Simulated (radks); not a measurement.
**B⁺ in 1s1 2s2 3d1: an all-electron calculation**

One table from this session's results is given with a row withheld; the runs are named, their logs left out.

The numbers are computed with radks (a radial shooting solver on a logarithmic mesh, Libxc functionals) version 1 (non-relativistic Kohn-Sham, exchange-only PBE, spin-unpolarised, spherical densities, point nucleus), except any that are marked as measured or tabulated.

## What is computed

```
element       : boron (Z = 5)
charge        : +1
electrons     : 4
configuration : 1s1 2s2 3d1
```

Outer shells as boxes (Hund's rule):

B⁺
```
1s [↑ ]
2s [↑↓]
3d [↑ ][  ][  ][  ][  ]
```

The first run:

Input:

```text
Z 5
configuration 1s1 2s2 3d1 2p0 3s0 4d0 4f0
relativity non-relativistic
functional pbe,
spin unpolarised
nucleus point
```

Among the steps run: Self-consistent calculation.

One table of the session follows, with a row left open; its other results are not shown here.

It belongs to the step «Orbitals and density». Radial moments (bohr):

```
level     <r>  outermost maximum (interpolated)  90 % within  nodes
   1s  0.3086                             0.202        0.551      0
   2s       ?                                 ?            ?      ?
   2p   1.348                              1.04         2.21      0
   3s   4.354                              3.88         6.42      2
   3d   4.849                              3.94         7.66      0
```

Estimate the missing values for 2s.

**Answer.** <r>: 1.472; outermost maximum (interpolated): 1.22; 90 % within: 2.28; nodes: 1. In the column «<r>» it lies between 2p (1.348) and 3s (4.354).
